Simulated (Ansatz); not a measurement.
# Rb₃ClO, space group Pm-3m: a calculation of the elastic constants

Computed with Ansatz 0.2.0 through its Python package.

The script reads `rb3clo.cif`:
```cif
data_Rb3ClO
_cell_length_a 5.533679
_cell_length_b 5.533679
_cell_length_c 5.533679
_cell_angle_alpha 90.00000
_cell_angle_beta 90.00000
_cell_angle_gamma 90.00000
_symmetry_space_group_name_H-M 'P 1'
_symmetry_Int_Tables_number 1
loop_
_symmetry_equiv_pos_as_xyz
'x, y, z'
loop_
_atom_site_label
_atom_site_type_symbol
_atom_site_fract_x
_atom_site_fract_y
_atom_site_fract_z
Rb1 Rb    0.000000    0.000000    0.500000
Rb2 Rb    0.000000    0.500000    0.000000
Rb3 Rb    0.500000    0.000000    0.000000
Cl4 Cl    0.500000    0.500000    0.500000
O5 O    0.000000    0.000000    0.000000
```

Notebook, run cell by cell (the value of a cell's last expression is shown):

**Cell 1**
```python
from dataclasses import replace
import warnings

import ansatz
from ase.io import read
import numpy as np

FILLING = "fixed"
CUTOFF_EV = 550
KGRID = (4, 4, 4)
```

**Cell 2**
```python
warnings.simplefilter("ignore", ansatz.DeckWarning)
```

**Cell 3**
```python
atoms = read("rb3clo.cif")
rb3clo = ansatz.Crystal.from_ase(atoms)
```

**Cell 4**
```python
job = (
    rb3clo.calculation()
    .pseudopotentials("paw")
    .occupations(FILLING)  # no smearing
    .basis(CUTOFF_EV)
    .functional(ansatz.Functional.PBESOL)
    .kpoints(*KGRID)  # the mesh must be finer for metals
)
# first bring the cell to zero stress
rest = job.relax(cell=True).run().lattice
relaxed = ansatz.Crystal(lattice=ansatz.Lattice.of(rest.cell_ang))
for site in rest.sites:
    relaxed = relaxed.atom(site.symbol, site.position_frac)
job = replace(job, crystal=relaxed)
print("relaxed volume {:.3f} A^3".format(abs(np.linalg.det(rest.cell_ang))))
outcome = job.elastic("clamped-ion", amplitude=0.005).run()
elastic = outcome.elastic
```
Output:
```text
relaxed volume 157.525 A^3
```

**Cell 5**
```python
print(np.array2string(np.round(elastic.c_gpa, 1) + 0.0, suppress_small=True))
print("Voigt stress of the unstrained cell (GPa, tension positive):", np.round(elastic.sigma0_gpa, 3) + 0.0)
print("smallest eigenvalue of C:", round(elastic.stability.min_eigenvalue_gpa, 1), "GPa; tensor positive definite:", elastic.stability.min_eigenvalue_gpa > 0)
# averaged moduli need a positive definite tensor
if elastic.stability.min_eigenvalue_gpa > 0:
    m = elastic.moduli
    print(f"K = {m.k_hill_gpa:.1f}, G = {m.g_hill_gpa:.1f}, E = {m.youngs_gpa:.1f} GPa, Poisson ratio {m.poisson:.3f}, K/G = {m.k_hill_gpa / m.g_hill_gpa:.2f}")
```
Output:
```text
[[44.3  6.1  6.1  0.   0.   0. ]
 [ 6.1 44.3  6.1  0.   0.   0. ]
 [ 6.1  6.1 44.3  0.   0.   0. ]
 [ 0.   0.   0.   7.4  0.   0. ]
 [ 0.   0.   0.   0.   7.4  0. ]
 [ 0.   0.   0.   0.   0.   7.4]]
Voigt stress of the unstrained cell (GPa, tension positive): [0.004 0.004 0.004 0.    0.    0.   ]
smallest eigenvalue of C: 7.4 GPa; tensor positive definite: True
K = 18.9, G = 10.9, E = 27.4 GPa, Poisson ratio 0.258, K/G = 1.73
```

What to keep in mind:
- Under fixed occupations the level called the Fermi level is the highest filled one on the SCF mesh; off the mesh a filled band can lie a little above it.
- A positive definite tensor excludes instabilities under uniform strain alone; phonons elsewhere in the zone can still be imaginary.
- These are clamped-ion constants: where atoms have free coordinates under strain, the relaxed-ion ones can be far smaller or negative, so this tensor doesn't settle whether the crystal is stable.
- This cell is a computed structure, which may not be the phase found in nature.
- The constants belong to the cell that was strained; where it wasn't relaxed first it may be under stress.
- Hardware and time: 60 s on 1 thread of Arm Neoverse V2, with other jobs on the host, peak memory 0.59 GiB.

(A comment or docstring line of the script was reworded after the run, the code is as it ran.)
